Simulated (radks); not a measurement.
**Taking charge from the 4f level of Hf²⁺ in fractions**

What happens to E and to the 4f eigenvalue of Hf²⁺ when a fraction of an electron is removed? The exact functional would give straight lines between whole numbers for a frontier level.

Program: radks (a radial shooting solver on a logarithmic mesh, Libxc functionals) version 1. Level of theory: scalar-relativistic Kohn-Sham, PBEsol, spin-polarised, spherical densities, point nucleus; open shells are filled with parallel spins first. These are calculated values, not measurements, unless marked.

### Step 1. What is computed

- element: hafnium (Z = 72)
- charge: +2
- electrons: 70
- configuration: [Xe] 4f(up 7, down 7) 5d2

A shell typed twice in an input gives spin up, then spin down.

### Step 2. Start: [Xe] 4f(up 7, down 7) 5d2

The run's settings:

```text
Z 72
configuration [Xe] 4f7 4f7 5d2
relativity scalar-relativistic
functional pbe_sol,pbe_sol
spin polarised
nucleus point
c 137.035999084
```

### Step 3. 0.125 electron removed from 4f

The run's settings:

```text
Z 72
configuration [Xe] 4f7 4f6.875 5d2
relativity scalar-relativistic
functional pbe_sol,pbe_sol
spin polarised
nucleus point
c 137.035999084
```

### Step 4. 0.25 electron removed from 4f

The run's settings:

```text
Z 72
configuration [Xe] 4f7 4f6.75 5d2
relativity scalar-relativistic
functional pbe_sol,pbe_sol
spin polarised
nucleus point
c 137.035999084
```

### Step 5. 0.375 electron removed from 4f

The run's settings:

```text
Z 72
configuration [Xe] 4f7 4f6.625 5d2
relativity scalar-relativistic
functional pbe_sol,pbe_sol
spin polarised
nucleus point
c 137.035999084
```

### Step 6. 0.5 electron removed from 4f

The run's settings:

```text
Z 72
configuration [Xe] 4f7 4f6.5 5d2
relativity scalar-relativistic
functional pbe_sol,pbe_sol
spin polarised
nucleus point
c 137.035999084
```

### Step 7. 0.625 electron removed from 4f

The run's settings:

```text
Z 72
configuration [Xe] 4f7 4f6.375 5d2
relativity scalar-relativistic
functional pbe_sol,pbe_sol
spin polarised
nucleus point
c 137.035999084
```

### Step 8. 0.75 electron removed from 4f

The run's settings:

```text
Z 72
configuration [Xe] 4f7 4f6.25 5d2
relativity scalar-relativistic
functional pbe_sol,pbe_sol
spin polarised
nucleus point
c 137.035999084
```

### Step 9. 0.875 electron removed from 4f

The run's settings:

```text
Z 72
configuration [Xe] 4f7 4f6.125 5d2
relativity scalar-relativistic
functional pbe_sol,pbe_sol
spin polarised
nucleus point
c 137.035999084
```

### Step 10. 1 electron removed from 4f

The run's settings:

```text
Z 72
configuration [Xe] 4f7 4f6 5d2
relativity scalar-relativistic
functional pbe_sol,pbe_sol
spin polarised
nucleus point
c 137.035999084
```

**Question.** What will these runs give? Wanted: for each run, removed; E − E(0); eigenvalue; E minus straight line.

The runs gave:

| removed (e) | E − E(0) (eV) | eigenvalue (eV) | E minus straight line (eV) |
| --- | --- | --- | --- |
| 0 | 0.000 | -31.762 | 0.000 |
| 0.125 | 4.124 | -34.129 | -1.086 |
| 0.25 | 8.547 | -36.545 | -1.873 |
| 0.375 | 13.275 | -39.007 | -2.355 |
| 0.5 | 18.313 | -41.513 | -2.527 |
| 0.625 | 23.668 | -44.063 | -2.382 |
| 0.75 | 29.343 | -46.655 | -1.917 |
| 0.875 | 35.346 | -49.288 | -1.124 |
| 1 | 41.680 | -51.961 | 0.000 |

Removing the whole electron costs 41.680 eV, against 31.762 eV from minus the starting eigenvalue. Slater's transition state, half an electron removed, gives 41.513 eV. The trapezoid integral of minus the eigenvalue gives 41.633 eV over the range, against 41.680 eV from the energies (Janak's theorem; approximate here, since the scalar-relativistic density holds large components alone). The eigenvalue moves by 20.2 eV per electron. E bends below the straight line by 2.53 eV at 0.5 electron removed.
